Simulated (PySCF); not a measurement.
# SrF−: from the state search to spectroscopic constants

Aim: find the lowest electronic state of SrF−, scan its bond at several levels of theory, and get bond length, wavenumber and dissociation energy from each curve.

Method: Sr def2-SVPD with ECP28, F def2-SVPD, scalar-relativistic core potentials; program: PySCF 2.14.0.

3 further runs of the same task are left out: 3 set aside as unsound or not needed.

### 1 Set-up

Settings of the job:

- atoms: Sr, F
- charge: -1
- basis: Sr def2-SVPD with ECP28, F def2-SVPD
- Hamiltonian: scalar-relativistic core potentials
- basis functions: 49
- electrons treated: 20
- masses in u: 87.9056, 18.9984
- levels: PBE0, PBE, r²SCAN, PBEsol, r²SCANh, M06-2X, HSE06, HF, MP2, SCS-MP2, CCSD, CCSD(T)
- grid: 80 radial by 434 angular points
- occupations: held fixed by the projection of orbital angular momentum
- dissociation limit: Sr + F−, each in its ground configuration
- starting distance in angstrom: 2.425
- values of 2S to try: 0, 2

Started as:

```bash
OMP_NUM_THREADS=1 python dia.py task.json out
```

Further steps of the session: PBE0 along the bond; PBE; r²SCAN (meta-GGA); PBEsol (GGA); r²SCANh (hybrid meta-GGA); M06-2X (hybrid meta-GGA); HSE06 (range-separated hybrid); RHF (mean field); Adding correlation.

Before running it: what results should come out? Wanted: for each run, Re; ωe; De; μ.

The runs gave:

Lowest PBE0 solution found, without spin–orbit coupling: ¹Σ⁺ (singlet), closed shell.

| level | Re (Å) | ωe (cm⁻¹) | De (eV) | μ (D) |
| --- | --- | --- | --- | --- |
| RHF | 2.210 | 426 | 2.94 | 2.15 |
| RHF-MP2 | 2.202 | 429 | 2.99 | n/a |
| RHF-SCS-MP2 | 2.207 | 427 | 2.98 | n/a |
| RHF-CCSD | 2.201 | 435 | 3.10 | n/a |
| RHF-CCSD(T) | 2.202 | 433 | 3.11 | n/a |
| PBE | 2.183 | 421 | 2.92 | 1.22 |
| PBEsol | 2.161 | 438 | 3.07 | 1.33 |
| r²SCAN | 2.175 | 436 | 3.16 | 1.58 |
| r²SCANh | 2.174 | 438 | 3.14 | 1.58 |
| PBE0 | 2.176 | 433 | 2.99 | 1.52 |
| HSE06 | 2.176 | 434 | 2.99 | 1.35 |
| M06-2X | 2.184 | 431 | 2.95 | 0.72 |

De is counted to Sr + F− in their ground configurations. A positive dipole points from Sr to F; in an ion it is taken about the centre of mass and does not tell which atom is negative.

In words: Bond lengths run from 2.161 Å (PBEsol) to 2.210 Å (RHF). Among the levels with a De in the table, it runs from 2.92 eV (PBE) to 3.16 eV (r²SCAN).

Correlated steps freeze 1 core orbital. T1 is 0.021 near the minimum (highest on the curve 0.021), which may point to more than one leading configuration. With some functionals the highest level of the anion is positive, from self-interaction error or because the anion is truly unbound there; the finite basis then holds the extra electron, and no neutral molecule was run to test the binding. Spin–orbit coupling is left out.
